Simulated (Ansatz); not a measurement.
# H10SO4: the cost of one run

Program: Ansatz 0.2.0. Level of theory: DFT r2SCAN, plane waves, PAW, scalar-relativistic, no spin polarisation. These are calculated values, not measurements.

## 1. The system as given

The cell holds 15 atoms (H10O4S): a = 5.828 Å, b = 5.828 Å, c = 5.828 Å, α = 90.00°, β = 90.00°, γ = 90.00°.

Structure file:

```xyz
15
Lattice="5.8285 0.0000 0.0000 0.0000 5.8285 0.0000 0.0000 0.0000 5.8285" Properties=species:S:1:pos:R:3 pbc="T T T"
O     5.6005    4.0065    2.2002
H     5.5657    4.8191    1.6743
H     5.5560    3.2986    1.5408
O     1.8263    3.0439    0.5660
H     1.5966    3.3330   -0.3294
H     2.3012    2.2110    0.4287
O     3.8053    1.0265    5.3462
H     4.1904    1.9025    5.4957
H     4.3346    0.6580    4.6236
O     1.1817    1.3788    4.8004
H     1.1166    1.7393    3.9038
H     1.0217    0.4307    4.6839
S     3.5455    3.9012    4.0434
H     4.0497    4.8561    3.2508
H     3.3755    3.0412    3.0306
```

## 2. Preparing the start

File input.yaml:

```yaml
accuracy: low
crystal:
  lattice:
    - [5.828477, 0.0, 0.0]
    - [0.0, 5.828477, 0.0]
    - [0.0, 0.0, 5.828477]
  atoms:
    - { symbol: O, position: [0.9608775, 0.6874061, 0.3774981] }
    - { symbol: H, position: [0.9549094, 0.8268278, 0.2872699] }
    - { symbol: H, position: [0.9532524, 0.5659379, 0.26435] }
    - { symbol: O, position: [0.3133467, 0.5222505, 0.0971068] }
    - { symbol: H, position: [0.2739324, 0.5718406, -0.0565242] }
    - { symbol: H, position: [0.3948237, 0.3793442, 0.0735605] }
    - { symbol: O, position: [0.6528741, 0.1761123, 0.9172622] }
    - { symbol: H, position: [0.7189579, 0.3264125, 0.9429121] }
    - { symbol: H, position: [0.7436886, 0.1128926, 0.7932817] }
    - { symbol: O, position: [0.2027431, 0.236563, 0.8236101] }
    - { symbol: H, position: [0.1915727, 0.2984206, 0.669779] }
    - { symbol: H, position: [0.1752872, 0.0738924, 0.8036203] }
    - { symbol: S, position: [0.6083079, 0.669332, 0.6937304] }
    - { symbol: H, position: [0.6948051, 0.8331652, 0.557748] }
    - { symbol: H, position: [0.5791338, 0.5217837, 0.51997] }
basis:
  ecutwfc: 500.0
kpoints:
  mp_grid: { grid: [1, 1, 1] }
hamiltonian:
  xc: r2scan
scf:
  occupations: { method: fermi_dirac, width: 0.02 }
  lower_state_search: "off"
relax:
  f_tol: 0.3
  max_steps: 15
  adjacent_minimum: "off"
```

On the command line:

```sh
$ ansatz run input.yaml --threads 1 --pin off --max-ram 3072MiB --backend cpu --events-out ev --progress --plain --runs-dir out
```

**Question.** How long does this run take on 1 thread of Arm Neoverse V1, shared host, and how much memory does it need?

About 2.1 min, with a peak of 0.48 GiB.
